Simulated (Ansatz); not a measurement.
**YbRu3 (AuCu3 type): other levels of theory at one geometry**

One table from this session's results is given with a row withheld; the runs are named, their logs left out.

Program: Ansatz 0.2.0. Level of theory: DFT at several levels, plane waves, PAW. These are calculated values, not measurements.

1 further run of the same task is left out (set aside as unsound or not needed).

## The structure to begin with

Symmetry: Pm-3m, No. 221, cubic system. The conventional cell has a = 4.001 Å, b = 4.001 Å, c = 4.001 Å, α = 90.00°, β = 90.00°, γ = 90.00°. Yb (site symmetry m-3m) has 12 Ru at 2.83 Å as nearest neighbours. Ru (site symmetry 4/mmm) is surrounded by 4 Yb at 2.83 Å and 8 Ru at 2.83 Å.

Coordinates:

```cif
data_structure
_symmetry_space_group_name_H-M 'Pm-3m'
_symmetry_Int_Tables_number 221
_cell_length_a 4.0015
_cell_length_b 4.0015
_cell_length_c 4.0015
_cell_angle_alpha 90.000
_cell_angle_beta 90.000
_cell_angle_gamma 90.000
_cell_volume 64.07
loop_
_atom_site_label
_atom_site_type_symbol
_atom_site_symmetry_multiplicity
_atom_site_Wyckoff_symbol
_atom_site_fract_x
_atom_site_fract_y
_atom_site_fract_z
_atom_site_occupancy
Yb1 Yb 1 a 0.00000 0.00000 0.00000 1
Ru1 Ru 3 c 0.00000 0.50000 0.50000 1
```

An earlier run at PBE left this cell at 16.018 Å³/atom and 0.06 GPa (8×8×8 mesh), metallic.

Levels to run: PBE+SOC; r²SCAN; PBEsol; LDA. Hardware: 2 threads of Arm Neoverse V1, shared host.

Set-up of the first run:

Input file input.yaml:

```yaml
crystal:
  lattice:
    - [4.0014744057, 0.0, 0.0]
    - [0.0, 4.0014744057, 0.0]
    - [0.0, 0.0, 4.0014744057]
  atoms:
    - { symbol: Yb, position: [0.0, 0.0, 0.0] }
    - { symbol: Ru, position: [0.0, 0.5, 0.5] }
    - { symbol: Ru, position: [0.5, 0.5, 0.0] }
    - { symbol: Ru, position: [0.5, 0.0, 0.5] }
basis:
  ecutwfc: 420
  ecutrho_ratio: 4
kpoints:
  mp_grid: { grid: [8, 8, 8] }
hamiltonian:
  xc: pbe
scf:
  occupations: { method: gaussian, width: 0.05 }
output:
  forces: true
  stress: true
  eigenvalues: true
  populations: true
  hubbard: { sites: [{ species: Yb, l: f }] }
  dos: { projected: true, de: 0.02 }
  write_density: true
  write_potential: true
  elf: true
  volumetric_format: npy
magnetization:
  noncollinear: true
  spin_orbit: true
```

Started as:

```
$ ansatz run input.yaml --threads 2 --pin off --max-ram 2662MiB --backend cpu --events-out ev --progress --plain --runs-dir out
```

Among the steps run: PBE+SOC; r²SCAN; PBEsol; LDA.

One of the session's tables, all rows but one given; the rest of the session is left out.

```
  level  pressure (GPa)
    PBE             0.1
    LDA           -13.2
 PBEsol            -8.2
PBE+SOC               ?
 r²SCAN            -4.4
```

**Question.** Estimate the row for PBE+SOC.

As computed: pressure (GPa): -0.1. In the column «pressure (GPa)» it lies between r²SCAN (-4.4) and PBE (0.1).

The pressure runs from -13.2 GPa (LDA) to 0.1 GPa (PBE); a negative pressure means that level wants a smaller cell, a positive one a larger cell. Total energies of different levels have different zeros and can't be compared.
